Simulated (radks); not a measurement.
# Co⁺ in [Ar] 3d8: an all-electron calculation

An exercise on one series of results from a longer session: the logs are not shown, and one member is left open.

Method: scalar-relativistic Kohn-Sham, exchange-only r2SCAN, spin-polarised, spherical densities, finite nucleus; open shells are filled with parallel spins first. Code: radks (a radial shooting solver on a logarithmic mesh, Libxc functionals) version 1.

### The system

```
element            : cobalt (Z = 27)
charge             : +1
electrons          : 26
configuration      : [Ar] 3d8
nuclear rms radius : 3.7875 fm
```

The outer shells:

Co⁺
```
[Ar] core
3d [↑↓][↑↓][↑↓][↑ ][↑ ]
```

Set-up of the first run:

Settings of this run:

```text
Z 27
configuration [Ar] 3d8 4s0 4p0
relativity scalar-relativistic
functional r2scan,
spin polarised
nucleus finite rms 3.7875 fm
c 137.035999084
```

One of the session's tables, all rows but one given; the rest of the session is left out.

It belongs to the step «Orbitals and density». Sizes of the orbitals, from the radial functions (bohr):

| level | <r> | outermost maximum (interpolated) | 90 % within | nodes |
| --- | --- | --- | --- | --- |
| 1s down | 0.05620 | 0.0368 | 0.100 | 0 |
| 1s up | 0.05620 | 0.0368 | 0.100 | 0 |
| 2s up | ? | ? | ? | ? |
| 2s down | 0.2548 | 0.213 | 0.394 | 1 |
| 2p up | 0.2249 | 0.172 | 0.368 | 0 |
| 2p down | 0.2247 | 0.172 | 0.367 | 0 |
| 3s up | 0.7768 | 0.669 | 1.17 | 2 |
| 3s down | 0.7788 | 0.670 | 1.17 | 2 |
| 3p up | 0.8224 | 0.681 | 1.27 | 1 |
| 3p down | 0.8260 | 0.682 | 1.28 | 1 |
| 3d up | 1.109 | 0.681 | 1.98 | 0 |
| 4s up | 2.782 | 2.30 | 4.21 | 3 |
| 3d down | 1.190 | 0.688 | 2.18 | 0 |
| 4s down | 2.902 | 2.39 | 4.40 | 3 |
| 4p up | 3.760 | 3.03 | 5.80 | 2 |
| 4p down | 3.932 | 3.18 | 6.05 | 2 |

Q: Estimate the row for 2s up from the others.

The run gave: <r>: 0.2550; outermost maximum (interpolated): 0.213; 90 % within: 0.395; nodes: 1. In the column «<r>» it lies between 2s down (0.2548) and 3s up (0.7768).

To keep in mind: Open shells are spherical and high-spin; term and fine-structure splittings are not resolved.
